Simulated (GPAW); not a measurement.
Here is a GPAW 26.7.0 calculation.

The input run.py:

```python
import numpy as np
from ase import Atoms
from ase.units import Ha
from gpaw import PW
from gpaw.dft import DFT
from gpaw.hubbard import aoom

atoms = Atoms(['Ta', 'N'],
              cell=[[0.0, 2.17900131, 2.17900131],
                    [2.17900131, 0.0, 2.17900131],
                    [2.17900131, 2.17900131, 0.0]],
              scaled_positions=[[0.5, 0.5, 0.5],
                                [0.0, 0.0, 0.0]],
              pbc=True)
atoms.set_initial_magnetic_moments([0.0, 0.0])

def hold(setup, l, U, n_smm):
    """Build the Hubbard potential of this atom from a typed occupation matrix."""
    free = setup.hubbard_u.calculate

    def calculate(setup, D_sii):
        energy, dH_sii = free(setup, D_sii)
        m = 2 * l + 1
        first = np.cumsum([0] + [2 * x + 1 for x in setup.l_j])
        blocks = [slice(first[j], first[j] + m) for j, x in enumerate(setup.l_j) if x == l]
        for s, n_mm in enumerate(n_smm):
            _, V_ii = aoom(D_sii[s], l, setup.l_j, setup.n_j, setup.N0_q)
            for i1 in blocks:
                for i2 in blocks:
                    V_ii[i1, i2] *= U / Ha / 2 * (np.eye(m) - 2 * np.array(n_mm))
            dH_sii[s] = V_ii
        return energy, dH_sii

    setup.hubbard_u.calculate = calculate
    return free

# occupation matrices [spin][m][m'] in real spherical harmonics, m = -l ... l
start = {
    0: [[[1.0, 0.0, 0.0, 0.0, 0.0],
         [0.0, 0.0, 0.0, 0.0, 0.0],
         [0.0, 0.0, 0.0, 0.0, 0.0],
         [0.0, 0.0, 0.0, 0.0, 0.0],
         [0.0, 0.0, 0.0, 0.0, 0.0]],
        [[1.0, 0.0, 0.0, 0.0, 0.0],
         [0.0, 0.0, 0.0, 0.0, 0.0],
         [0.0, 0.0, 0.0, 0.0, 0.0],
         [0.0, 0.0, 0.0, 0.0, 0.0],
         [0.0, 0.0, 0.0, 0.0, 0.0]]],
}

dft = DFT(atoms,
          mode=PW(600),
          xc='PBE',
          kpts={'size': (7, 7, 7), 'gamma': True},
          occupations={'name': 'methfessel-paxton', 'order': 0, 'width': 0.05},
          setups={0: ':d,2.0'},
          nbands=21,
          convergence={'density': 0.0001, 'energy': 1e-05},
          maxiter=120,
          spinpol=True,
          symmetry={'point_group': False},
          converge=False,
          txt='gpaw.txt')
free = {a: hold(dft.setups[a], l, 2, start[a]) for a, l in {0: 2}.items()}
dft.converge(steps=16)
for a, calculate in free.items():
    dft.setups[a].hubbard_u.calculate = calculate
dft.converge()
print(f'Energy: {dft.calculate_energy():.6f} eV')
print('Forces (eV/A):')
print(dft.calculate_forces().round(4))
print('Stress (eV/A^3):', dft.calculate_stress().round(6))
print('Moments:', dft.magmoms()[1][:, 2].round(3))
dft.write_converged()
dft.write_gpw_file('gs.gpw')
for a, l in {0: 2}.items():
    setup = dft.setups[a]
    for s, D_ii in enumerate(dft.density.D_asii[a]):
        n_mm = aoom(D_ii, l, setup.l_j, setup.n_j, setup.N0_q)[0]
        print(f'atom {a} spin {s} trace {n_mm.trace():.4f} eigenvalues', *np.linalg.eigvalsh(n_mm).round(3))
        np.savetxt(f'occupation-{a}-{s}.dat', n_mm, fmt='%8.4f')
```

Potentials or basis: GPAW PAW data sets (gpaw-data 1.2.1), pw.

The run is started by

```bash
$ OMP_NUM_THREADS=1 python run.py
```

Estimate the pressure.

13.3 GPa.

What does it give for the net moment?

0.00 μB per cell.

Eigenvalues of the final occupation matrices:
| site | spin | trace | eigenvalues |
| --- | --- | --- | --- |
| atom 1  | 1 | 1.70 | 0.28 0.28 0.38 0.38 0.38 |
| atom 1  | 2 | 1.70 | 0.28 0.28 0.38 0.38 0.38 |

Caveat: the cutoff is short for stress and forces, so pressures can be off by a GPa or more; the occupation matrix was held by a function in the script for the first cycles and then freed; the end state hangs on it. Spin-orbit coupling is left out, which matters for the levels of Ta.
